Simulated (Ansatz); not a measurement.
## BiTe: band structure with PBEsol

Crystal: BiTe.

```
CELL_PARAMETERS angstrom
2.42271 1.39875 3.31729
-2.42271 1.39875 3.31729
0.00000 -2.79750 3.31729
ATOMIC_POSITIONS crystal
Bi 0.50000 0.50000 0.50000
Te 0.00000 0.00000 0.00000
```

The cell comes from a database or a generator and needn't be the stable form of this composition.

```json
{
  "Program": "Ansatz 0.2.0",
  "Task": "band structure",
  "Functional": "PBEsol",
  "Potentials or basis": "Ansatz PAW",
  "Cutoff": "420 eV (not typed: the program's choice for these potentials)",
  "k mesh": "7 × 7 × 7",
  "Occupations": "fermi-dirac, width 0.05 eV",
  "Spin": "spin-orbit coupling, no magnetisation",
  "Path": "[[\"G\", \"L\", \"B1\"], [\"B\", \"Z\", \"G\", \"X\"], [\"Q\", \"F\", \"P1\", \"Z\"], [\"L\", \"P\"]]",
  "Points for each segment of the path": "14"
}
```

```json
{"Pressure": "-1.2 GPa", "Band gap on the k mesh": "none (metal or under the smearing width)"}
```

Stress tensor (GPa, compression positive):
```
-1.61  0.00  0.00
 0.00 -1.61  0.00
 0.00  0.00 -0.45
```

Levels at the corners of the path, in eV from the Fermi level:
```
point  band 28  band 29  band 30  band 31  band 32  band 33  band 34  band 35  band 36  band 37
    Γ    -2.30    -1.24    -1.24     0.89     0.89     3.06     3.06     3.40     3.40     4.24
    L    -1.71    -1.39    -1.39    -0.70    -0.70    -0.07    -0.07     0.87     0.87     6.84
   B1    -4.64    -1.55    -1.55    -0.57    -0.57     3.27     3.27     3.87     3.87     5.65
    B    -4.64    -1.55    -1.55    -0.57    -0.57     3.27     3.27     3.87     3.87     5.65
    Z    -2.41    -1.91    -1.91    -1.85    -1.85    -0.82    -0.82    -0.49    -0.49     8.11
    Γ    -2.30    -1.24    -1.24     0.89     0.89     3.06     3.06     3.40     3.40     4.24
    X    -3.75    -2.65    -2.65     1.63     1.63     2.95     2.95     3.44     3.44     4.50
    Q    -3.75    -2.65    -2.65     1.63     1.63     2.95     2.95     3.44     3.44     4.50
    F    -4.45    -3.02    -3.02     2.50     2.50     2.58     2.58     4.22     4.22     4.90
   P1    -3.82    -2.95    -2.95     0.66     0.66     1.85     1.85     3.64     3.64     5.31
    Z    -2.41    -1.91    -1.91    -1.85    -1.85    -0.82    -0.82    -0.49    -0.49     8.11
    L    -1.71    -1.39    -1.39    -0.70    -0.70    -0.07    -0.07     0.87     0.87     6.84
    P    -3.82    -2.95    -2.95     0.66     0.66     1.85     1.85     3.64     3.64     5.31
```

It took 46 s on 2 threads of Arm Neoverse V1, with other jobs on the host, peak memory 0.62 GiB.

Caveat: the PAW data sets come from PBE, with cores solved anew for the run's functional, which leaves a small shift of forces and pressure.
